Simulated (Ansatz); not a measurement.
# Ga: energy and stress against strain

The task, for Ga: strain the cell along the Voigt pattern (0, 1, 0, 0, 0, 0).

Program: Ansatz 0.2.0. Level of theory: DFT PBEsol, scalar-relativistic, plane waves, PAW. These are calculated values, not measurements.

## 1. The starting structure

Symmetry: I4/mmm, No. 139, tetragonal system. Conventional cell: a = 2.808 Å, b = 2.808 Å, c = 4.458 Å, α = 90.00°, β = 90.00°, γ = 90.00°. Ga (site symmetry 4/mmm) has 12 Ga at 2.81 to 2.99 Å in its first shell of neighbours.

Structure file:

```cif
data_structure
_symmetry_space_group_name_H-M 'P 1'
_symmetry_Int_Tables_number 1
_cell_length_a 2.9851
_cell_length_b 2.9851
_cell_length_c 2.9851
_cell_angle_alpha 123.888
_cell_angle_beta 123.888
_cell_angle_gamma 83.388
_cell_volume 17.58
loop_
_atom_site_label
_atom_site_type_symbol
_atom_site_fract_x
_atom_site_fract_y
_atom_site_fract_z
_atom_site_occupancy
Ga1 Ga 0.00000 0.00000 0.00000 1
```

The cell is taken as given, not relaxed at this level.

## 2. The reference cell

The reference gives a free energy of -3743.1866 eV, pressure 0.47 GPa, largest force 0.000 eV/Å and gap on the mesh none (metal). It was computed beforehand with the settings of the runs below.

## 3. The scan: energy and stress against strain

The cell is strained by ε times the Voigt pattern (0, 1, 0, 0, 0, 0) (xx, yy, zz, yz, xz, xy; engineering shear), with fractional coordinates fixed (clamped ions). The stress on the pattern is the sum of the stress components weighted by it, tension positive.

## 4. ε = -0.0200

File input.yaml:

```yaml
crystal:
  lattice:
    - [-1.404, 1.37592, 2.229]
    - [1.404, -1.37592, 2.229]
    - [1.404, 1.37592, -2.229]
  atoms:
    - { symbol: Ga, position: [0.0, 0.0, 0.0] }
basis:
  ecutwfc: 420
kpoints:
  mp_grid: { grid: [24, 24, 24] }
hamiltonian:
  xc: pbesol
scf:
  occupations: { method: gaussian, width: 0.15 }
output:
  forces: true
  stress: true
  eigenvalues: true
```

Started as:

```bash
ansatz run input.yaml --threads 1 --pin off --max-ram 2560MiB --backend cpu --events-out ev --progress --plain --runs-dir out
```

## 5. At ε = 0.0150

Edit input.yaml of step 4 so:

```diff
@@ -2,5 +2,5 @@
   lattice:
-    - [-1.404, 1.37592, 2.229]
-    - [1.404, -1.37592, 2.229]
-    - [1.404, 1.37592, -2.229]
+    - [-1.404, 1.42506, 2.229]
+    - [1.404, -1.42506, 2.229]
+    - [1.404, 1.42506, -2.229]
   atoms:
```

## 6. At ε = -0.0100

Edit input.yaml of step 5 so:

```diff
@@ -2,5 +2,5 @@
   lattice:
-    - [-1.404, 1.42506, 2.229]
-    - [1.404, -1.42506, 2.229]
-    - [1.404, 1.42506, -2.229]
+    - [-1.404, 1.38996, 2.229]
+    - [1.404, -1.38996, 2.229]
+    - [1.404, 1.38996, -2.229]
   atoms:
@@ -19 +19,5 @@
   eigenvalues: true
+  write_density: true
+  write_potential: true
+  elf: true
+  volumetric_format: npy
```

## 7. Point ε = 0.0050

File input.yaml:

```yaml
crystal:
  lattice:
    - [-1.404, 1.41102, 2.229]
    - [1.404, -1.41102, 2.229]
    - [1.404, 1.41102, -2.229]
  atoms:
    - { symbol: Ga, position: [0.0, 0.0, 0.0] }
basis:
  ecutwfc: 420
kpoints:
  mp_grid: { grid: [24, 24, 24] }
hamiltonian:
  xc: pbesol
scf:
  occupations: { method: gaussian, width: 0.15 }
output:
  forces: true
  stress: true
  eigenvalues: true
```

## 8. At ε = 0.0200

Edit input.yaml of step 7 so:

```diff
@@ -2,5 +2,5 @@
   lattice:
-    - [-1.404, 1.41102, 2.229]
-    - [1.404, -1.41102, 2.229]
-    - [1.404, 1.41102, -2.229]
+    - [-1.404, 1.43208, 2.229]
+    - [1.404, -1.43208, 2.229]
+    - [1.404, 1.43208, -2.229]
   atoms:
```

## 9. ε = -0.0150

Edit input.yaml of step 8 so:

```diff
@@ -2,5 +2,5 @@
   lattice:
-    - [-1.404, 1.43208, 2.229]
-    - [1.404, -1.43208, 2.229]
-    - [1.404, 1.43208, -2.229]
+    - [-1.404, 1.38294, 2.229]
+    - [1.404, -1.38294, 2.229]
+    - [1.404, 1.38294, -2.229]
   atoms:
@@ -19 +19,5 @@
   eigenvalues: true
+  write_density: true
+  write_potential: true
+  elf: true
+  volumetric_format: npy
```

## 10. Point ε = 0.0100

File input.yaml:

```yaml
crystal:
  lattice:
    - [-1.404, 1.41804, 2.229]
    - [1.404, -1.41804, 2.229]
    - [1.404, 1.41804, -2.229]
  atoms:
    - { symbol: Ga, position: [0.0, 0.0, 0.0] }
basis:
  ecutwfc: 420
kpoints:
  mp_grid: { grid: [24, 24, 24] }
hamiltonian:
  xc: pbesol
scf:
  occupations: { method: gaussian, width: 0.15 }
output:
  forces: true
  stress: true
  eigenvalues: true
```

## 11. At ε = -0.0050

Edit input.yaml of step 10 so:

```diff
@@ -2,5 +2,5 @@
   lattice:
-    - [-1.404, 1.41804, 2.229]
-    - [1.404, -1.41804, 2.229]
-    - [1.404, 1.41804, -2.229]
+    - [-1.404, 1.39698, 2.229]
+    - [1.404, -1.39698, 2.229]
+    - [1.404, 1.39698, -2.229]
   atoms:
```

## 12. ε = 0.0175

Edit input.yaml of step 11 so:

```diff
@@ -2,5 +2,5 @@
   lattice:
-    - [-1.404, 1.39698, 2.229]
-    - [1.404, -1.39698, 2.229]
-    - [1.404, 1.39698, -2.229]
+    - [-1.404, 1.42857, 2.229]
+    - [1.404, -1.42857, 2.229]
+    - [1.404, 1.42857, -2.229]
   atoms:
```

(Steps that only read results are left out.)

**Question.** What will these runs give? Wanted: slope of the stress at ε = 0, over ±0.0050.

The runs gave:

| quantity | value |
| --- | --- |
| slope of the stress at ε = 0, over ±0.0050 | 57 GPa |

What this shows: From the stress slope, C22 is about 57 GPa with the ions clamped. The undisturbed cell stays the lowest of the sampled points. Compression costs more than tension: 2.6 against 0.2 meV/atom at the ends.
